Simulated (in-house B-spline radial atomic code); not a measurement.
# Ca¹⁰⁺: ionisation energy by several methods

Wanted: one ionisation energy, Ca¹⁰⁺ to configuration [He] 2s2 2p5, up the ladder of functionals.

Program: in-house B-spline radial atomic code version 1. Level of theory: non-relativistic, several functionals, spin-polarised, exact exchange averaged over the configuration; spherical all-electron atom at the radial basis limit. These are calculated values, not measurements, unless marked.

## Step 1: Starting point

| Item | Value |
| --- | --- |
| element | calcium (Z = 20) |
| charge | +10 |
| electrons | 10 |
| configuration | [He] 2s2 2p6 |
| nucleus | point |

Outer shells as boxes (Hund's rule):

[He] 2s2 2p6
```
[He] core
2s [↑↓]
2p [↑↓][↑↓][↑↓]
```

Where spins are not typed, each open shell is filled with up spins first.

## Step 2: ωB97X, a range-separated hybrid

Settings, as recorded:

```ini
Z = 20
electrons = 10.0
configuration = [He] 2s2 2p6
hamiltonian = nr
method = wb97x
spin_polarised = True
exact_exchange = averaged over the configuration
```

Command:

```
python run_scf.py task.json out
```

The settings of every run stand in task.json; they run in order.

## Step 3: BHandHLYP, a global hybrid

Changes to the settings of step 2:

```diff
@@ -4,3 +4,3 @@
 hamiltonian = nr
-method = wb97x
+method = bhandhlyp
 spin_polarised = True
```

## Step 4: B3LYP, a global hybrid

Changes to the settings of step 3:

```diff
@@ -4,3 +4,3 @@
 hamiltonian = nr
-method = bhandhlyp
+method = b3lyp
 spin_polarised = True
```

## Step 5: r2SCAN0, a global hybrid

Changes to the settings of step 4:

```diff
@@ -4,3 +4,3 @@
 hamiltonian = nr
-method = b3lyp
+method = r2scan0
 spin_polarised = True
```

## Step 6: LC-ωPBE, a range-separated hybrid

Changes to the settings of step 5:

```diff
@@ -4,3 +4,3 @@
 hamiltonian = nr
-method = r2scan0
+method = lc_wpbe
 spin_polarised = True
```

## Step 7: M06-2X, a global hybrid

Changes to the settings of step 6:

```diff
@@ -4,3 +4,3 @@
 hamiltonian = nr
-method = lc_wpbe
+method = m062x
 spin_polarised = True
```

Q: The tabulated ionisation energy is 591.6 ± 0.12 eV (semi-empirical; NIST Atomic Spectra Database). What does each method give, and which comes nearest?

As calculated:

| method | rung | total energy (hartree) | ΔSCF (eV) | −ε highest (eV) | ΔSCF less tabulated (eV) |
| --- | --- | --- | --- | --- | --- |
| BHandHLYP | global hybrid | -640.7993 | 591.99 | 577.23 (2p up) | +0.39 |
| B3LYP | global hybrid | -640.7285 | 592.21 | 566.74 (2p up) | +0.61 |
| r2SCAN0 | global hybrid | -640.7898 | 594.04 | 570.92 (2p up) | +2.44 |
| M06-2X | global hybrid | -640.7773 | 590.99 | 577.37 (2p up) | -0.61 |
| ωB97X | range-separated hybrid | -640.9190 | 591.87 | 568.71 (2p up) | +0.27 |
| LC-ωPBE | range-separated hybrid | -640.5665 | 591.79 | 565.23 (2p up) | +0.19 |

Against the tabulated ionisation energy, 591.6 ± 0.12 eV (semi-empirical; NIST Atomic Spectra Database), the best here is LC-ωPBE (+0.19 eV) and the worst r2SCAN0 (+2.44 eV, or 0.41 %). These runs lack relativity altogether, which can outweigh the gaps between the methods, so the nearest may be so by luck. Open shells are averaged (over orientations, and over spins where the run is restricted), while tables refer to the lowest levels.
